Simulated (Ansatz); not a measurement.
# C₂H₄AlFO: up Jacob's ladder to CCSD(T)

Aim: compute C₂H₄AlFO with functionals from several rungs and with coupled cluster, and see how far each lands from CCSD(T) at the basis-set limit for the atomisation energy.

Program: Ansatz 0.2.0, Gaussian basis. Level of theory: functionals in def2-TZVPP, the program's frozen cores in correlated methods. These are calculated values, not measurements.

Plan: LDA (SPW92), PBE-D4, revPBE-D4, BLYP-D4, r2SCAN-D4, B97M-V, PBE0-D4, B3LYP-D4, r2SCANh-D4, r2SCAN0-D4, HSE06-D4, BHLYP-D4, CAM-B3LYP-D4, LC-ωPBE, ωB97X-V, ωB97M-V, B2PLYP, PBE-QIDH; CCSD(T)/def2-SVP; CCSD(T)/def2-TZVPP; MP2/def2-QZVPP; extrapolation to the limit; RPA on PBE.

**1. The relaxed structure**

An earlier PBE0-D4 in a triple-zeta def2 set relaxation fixed the geometry.

9 atoms, charge 0, spin multiplicity 1.

Atoms are counted from 1 here; the program's logs count them from 0.

Bond lengths: C1–C2 1.325 Å, C1–H6 1.083 Å, C1–H7 1.081 Å, C2–O3 1.346 Å, C2–H8 1.090 Å, O3–Al4 1.684 Å, Al4–F5 1.640 Å, Al4–H9 1.565 Å. Angles: C2–C1–H6 121.4°, C2–C1–H7 119.7°, H6–C1–H7 119.0°, C1–C2–O3 123.2°, C1–C2–H8 121.1°, O3–C2–H8 115.7°, C2–O3–Al4 137.8°, O3–Al4–F5 116.4°, O3–Al4–H9 123.2°, F5–Al4–H9 120.5°.

**2. LDA**

This LDA is Slater exchange with PW92 correlation.

Input file in.yaml:

```yaml
crystal:
  periodic: [false, false, false]
  atoms:
    - {symbol: C, position_ang: [-1.562005, -0.360051, 1.103917]}
    - {symbol: C, position_ang: [-0.727965, -0.312915, 0.075523]}
    - {symbol: O, position_ang: [0.490342, 0.256491, 0.139592]}
    - {symbol: Al, position_ang: [1.800789, 0.519330, -0.884818]}
    - {symbol: F, position_ang: [3.087581, 1.301591, -0.234975]}
    - {symbol: H, position_ang: [-1.297747, 0.065261, 2.064123]}
    - {symbol: H, position_ang: [-2.527691, -0.832213, 0.988547]}
    - {symbol: H, position_ang: [-0.999019, -0.743141, -0.888808]}
    - {symbol: H, position_ang: [1.824317, 0.059246, -2.380301]}
basis:
  gaussian: {orbitals: def2-TZVPP}
hamiltonian: {xc: lda}
output: {orbitals: {seedname: orbitals}}
```

Started as:

```sh
ansatz run in.yaml --threads 2 --pin off --events-out ev --progress --plain --max-ram 4352MiB
```

After this run come: PBE-D4 (GGA); revPBE-D4 (GGA); BLYP-D4 (GGA); r2SCAN-D4 (meta-GGA); B97M-V (meta-GGA); PBE0-D4 (hybrid); B3LYP-D4 (hybrid); r2SCANh-D4 (hybrid); r2SCAN0-D4 (hybrid); HSE06-D4 (hybrid); BHLYP-D4 (hybrid); CAM-B3LYP-D4 (range-separated); LC-ωPBE (range-separated); ωB97X-V (range-separated); ωB97M-V (range-separated); B2PLYP (double hybrid); PBE-QIDH (double hybrid); CCSD(T) in def2-SVP; CCSD(T) in def2-TZVPP; MP2 in def2-QZVPP; RPA on PBE orbitals.

**Question.** What will the summary of the whole plan be? Wanted: atomisation energy, CCSD(T)/CBS; farthest beyond LDA; mean size of error, GGA; mean size of error, meta-GGA; mean size of error, hybrid; mean size of error, range-separated; mean size of error, double hybrid; gap, smallest and largest; T1 diagnostic.

As calculated:

```
                               quantity                                                                          value
        atomisation energy, CCSD(T)/CBS                                                                      37.875 eV
    functionals within 0.189 eV (0.5 %)  BLYP-D4, r2SCAN-D4, B97M-V, B3LYP-D4, CAM-B3LYP-D4, LC-ωPBE, ωB97X-V, ωB97M-V
                    farthest beyond LDA                                                           BHLYP-D4 (-1.460 eV)
                mean size of error, GGA                                                                       0.367 eV
           mean size of error, meta-GGA                                                                       0.058 eV
             mean size of error, hybrid                                                                       0.518 eV
    mean size of error, range-separated                                                                       0.097 eV
      mean size of error, double hybrid                                                                       0.406 eV
              gap, smallest and largest                                          4.19 eV (BLYP-D4), 10.95 eV (LC-ωPBE)
                          T1 diagnostic                                                                         0.0132
triples share of the correlation energy                                                                          3.6 %
```

LDA overbinds by 5.365 eV (14 %). PBE-D4 is off by +0.644 eV. Double hybrids carry the basis error of their MP2 part in triple zeta, and no dispersion term here, so their miss is partly the set-up's. The rungs meta-GGA, range-separated miss on average by less than the doubt on the reference (0.189 eV), so they tie. The reference freezes the cores and leaves out relativity and excitations past (T), so misses under about 0.189 eV can't be ranked. Hartree-Fock recovers 73 % of the binding; the rest is correlation. CCSD(T) in def2-SVP is off by -2.002 eV, more than most functionals: a good method in a small basis is no reference. Orbital gaps span 4.2 to 10.9 eV; exact exchange widens them.
